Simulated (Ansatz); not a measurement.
This script makes a scan of ordered alloys across composition of Lu-Na mixtures with Ansatz's Python interface.

`alloy.py`
```python
'''Mixing of Lu and Na on the fcc lattice, after relaxing cells and atoms.'''

from collections import Counter
from dataclasses import dataclass
import warnings

import ansatz as az
import numpy as np
from tabulate import tabulate


@dataclass(frozen=True)
class Options:
    scf_tol: float = 1e-07
    functional: str = 'r2scan'
    k_spacing: float = 0.3
    occupations: str = 'gaussian'
    smearing_width: float = 0.1


opts = Options()


def fcc(A, a):
    return (
        az.Lattice.fcc(a)
        .space_group(225)
        .atom(A, (0, 0, 0))
        .primitive()
    )

A_FIRST, A_LAST = 4.9, 5.39


def run_phase(name, crystal):
    calc = crystal.calculation()
    calc = calc.basis(23 * az.Ry)
    calc = calc.accuracy('medium').scf(tolerance=opts.scf_tol)
    calc = calc.functional(opts.functional)
    calc = calc.kpoints(spacing=opts.k_spacing)
    calc = calc.occupations(opts.occupations, width=opts.smearing_width).band_table()
    calc = calc.relax(force_tolerance=0.01, cell=True)
    return calc.run()

def relaxed_twice(name, crystal):
    # the second pass draws mesh and plane waves anew for the relaxed cell
    first = run_phase(name, crystal)
    again = az.Crystal(lattice=az.Lattice.of(first.lattice.cell_ang))
    for site in first.report['lattice']['sites']:
        again = again.atom(site['symbol'], site['position_frac'])
    return run_phase(name, again)


def volume_per_atom(outcome):
    return abs(np.linalg.det(outcome.lattice.cell_ang)) / len(outcome.lattice.sites)


def counts(outcome):
    return Counter(site.symbol for site in outcome.lattice.sites)


def main() -> None:
    warnings.simplefilter('ignore', az.DeckWarning)

    # swap the mixed sites of the conventional cell one by one
    phases = {}
    for k in range(4 + 1):
        a = A_FIRST + (A_LAST - A_FIRST) * k / 4
        cell = fcc('Lu', a).conventional().resolved()
        sites = [site.position for site in cell.sites if site.symbol == 'Lu']
        for position in sites[:k]:
            cell = cell.substitution('Na', at=position, replaces='Lu')
        phases[f'Lu{4 - k}Na{k}'] = cell.resolved()

    done = {}
    for name, crystal in phases.items():
        done[name] = relaxed_twice(name, crystal)
        print(f'{name}: {done[name].report["energy_sigma0_ev"]:.4f} eV, {len(done[name].lattice.sites)} atoms')

    # x is the share of the second element on the mixed sites; both end members stand on this same lattice
    x = {name: counts(o)['Na'] / (counts(o)['Lu'] + counts(o)['Na']) for name, o in done.items()}
    first, last = min(x, key=x.get), max(x, key=x.get)
    energy = {name: o.report['energy_sigma0_ev'] / len(o.lattice.sites) for name, o in done.items()}
    volume = {name: volume_per_atom(o) for name, o in done.items()}
    rows = []
    for name in sorted(done, key=x.get):
        line = lambda table: (1 - x[name]) * table[first] + x[name] * table[last]
        rows.append((name, x[name], 1000 * (energy[name] - line(energy)), volume[name], 100 * (volume[name] / line(volume) - 1)))
    print(tabulate(rows, headers=['cell', 'x(Na)', 'E_mix (meV/atom)', 'V (A^3/atom)', 'excess V (%)'], floatfmt='.4f', tablefmt='simple'))
    # a fit of these few cells to Omega x(1 - x); small periodic cells, not a random solution
    shape = np.array([row[1] * (1 - row[1]) for row in rows])
    print('Omega =', round(float(shape @ [row[2] for row in rows] / (shape @ shape)), 1), 'meV/atom')


if __name__ == '__main__':
    main()
```

Do these ordered cells favour mixing or separation, and does the volume follow a straight line between the end members?

Mixing energies: +359 meV an atom at x(Na) = 0.25 (volume -4.7 % off the straight line), +413 meV an atom at x(Na) = 0.50 (volume -7.7 % off the straight line) and +415 meV an atom at x(Na) = 0.75 (volume -5.1 % off the straight line). All are positive, so the end members on this lattice are favoured over these cells.

The output:

```console
$ python alloy.py
Lu4Na0: -58974.4019 eV, 4 atoms
Lu3Na1: -45717.9352 eV, 4 atoms
Lu2Na2: -32462.6851 eV, 4 atoms
Lu1Na3: -19207.6449 eV, 4 atoms
Lu0Na4: -5954.2746 eV, 4 atoms
cell      x(Na)    E_mix (meV/atom)    V (A^3/atom)    excess V (%)
------  -------  ------------------  --------------  --------------
Lu4Na0   0.0000              0.0000         29.5989          0.0000
Lu3Na1   0.2500            358.7263         30.2865         -4.6531
Lu2Na2   0.5000            413.2862         31.3266         -7.6729
Lu1Na3   0.7500            415.3893         34.2465         -5.1227
Lu0Na4   1.0000              0.0000         38.2612          0.0000
Omega = 1870.8 meV/atom
```

The settings weren't tested for convergence. The cutoff lies under the one recommended for these potentials. The program warned that this SCF threshold is loose for forces or stresses. These are small ordered cells, with both end members on the same lattice, which need not be their own; they aren't random solutions. Differences under about 40 meV an atom lie within the error of mesh and functional. The cells are prototypes set up for this calculation and needn't exist. The script silences the warnings on its input, which a real study should read. Timing: 4.7 min on 1 thread of Intel(R) Xeon(R) Platinum 8488C (Sapphire Rapids), on a shared host, peak memory 0.61 GiB.
